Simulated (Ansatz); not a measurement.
# Mn3Fe2Si3: the cost of one run

Program: Ansatz 0.2.0. Level of theory: DFT r²SCAN, scalar-relativistic, plane waves, PAW. These are calculated values, not measurements.

### 1 The structure to begin with

It takes space group P6_3/mcm (No. 193, hexagonal). Conventional cell: a = 6.919 Å, b = 6.919 Å, c = 4.702 Å, α = 90.00°, β = 90.00°, γ = 120.00°. Around Mn (site symmetry m2m) lie 5 Si at 2.42 to 2.61 Å. Around Fe (site symmetry 32) lie 2 Fe at 2.35 Å and 6 Si at 2.41 Å. Si (site symmetry m2m) is surrounded by 4 Fe at 2.41 Å and 5 Mn at 2.42 to 2.61 Å and 2 Si at 2.71 Å.

Coordinates:

```
CELL_PARAMETERS angstrom
6.91933 0.00000 0.00000
-3.45967 5.99232 0.00000
0.00000 0.00000 4.70200
ATOMIC_POSITIONS crystal
Mn 0.76144 0.00000 0.25000
Mn 0.00000 0.76144 0.25000
Mn 0.23856 0.23856 0.25000
Mn 0.23856 0.00000 0.75000
Mn 0.00000 0.23856 0.75000
Mn 0.76144 0.76144 0.75000
Fe 0.33333 0.66667 0.50000
Fe 0.66667 0.33333 0.50000
Fe 0.66667 0.33333 0.00000
Fe 0.33333 0.66667 0.00000
Si 0.40212 0.00000 0.25000
Si 0.00000 0.40212 0.25000
Si 0.59788 0.59788 0.25000
Si 0.59788 0.00000 0.75000
Si 0.00000 0.59788 0.75000
Si 0.40212 0.40212 0.75000
```

This cell comes from an earlier session at r²SCAN: 12.185 Å³/atom at 0.02 GPa, on a 6×6×8 mesh.

### 2 Ferrimagnetic, in the cell as typed

input.yaml

```yaml
crystal:
  lattice:
    - [6.9193316253, 0.0, 0.0]
    - [-3.4596658127, 5.9923169647, 0.0]
    - [0.0, 0.0, 4.7020005047]
  atoms:
    - { symbol: Mn, position: [0.7614384012, 0.0, 0.25], spin: 3.5 }
    - { symbol: Mn, position: [0.0, 0.7614384012, 0.25], spin: 3.5 }
    - { symbol: Mn, position: [0.2385615988, 0.2385615988, 0.25], spin: 3.5 }
    - { symbol: Mn, position: [0.2385615988, 0.0, 0.75], spin: 3.5 }
    - { symbol: Mn, position: [0.0, 0.2385615988, 0.75], spin: 3.5 }
    - { symbol: Mn, position: [0.7614384012, 0.7614384012, 0.75], spin: 3.5 }
    - { symbol: Fe, position: [0.3333333333, 0.6666666667, 0.5], spin: -2.5 }
    - { symbol: Fe, position: [0.6666666667, 0.3333333333, 0.5], spin: -2.5 }
    - { symbol: Fe, position: [0.6666666667, 0.3333333333, 0.0], spin: -2.5 }
    - { symbol: Fe, position: [0.3333333333, 0.6666666667, 0.0], spin: -2.5 }
    - { symbol: Si, position: [0.4021224754, 0.0, 0.25] }
    - { symbol: Si, position: [0.0, 0.4021224754, 0.25] }
    - { symbol: Si, position: [0.5978775246, 0.5978775246, 0.25] }
    - { symbol: Si, position: [0.5978775246, 0.0, 0.75] }
    - { symbol: Si, position: [0.0, 0.5978775246, 0.75] }
    - { symbol: Si, position: [0.4021224754, 0.4021224754, 0.75] }
basis:
  ecutwfc: 500
  ecutrho_ratio: 4
kpoints:
  mp_grid: { grid: [6, 6, 8] }
hamiltonian:
  xc: r2scan
scf:
  occupations: { method: gaussian, width: 0.05 }
  lower_state_search: "off"
output:
  forces: true
  stress: true
  eigenvalues: true
  populations: true
magnetization:
  spin_polarized: true
```

Launch:

```sh
$ ansatz run input.yaml --threads 8 --pin off --max-ram 22528MiB --backend cpu --events-out ev --progress --plain --runs-dir out
```

Q: Estimate wall time and peak memory on 8 threads of Intel Xeon Platinum 8488C (Sapphire Rapids), shared host.

About 65 s, with a peak of 3.1 GiB.
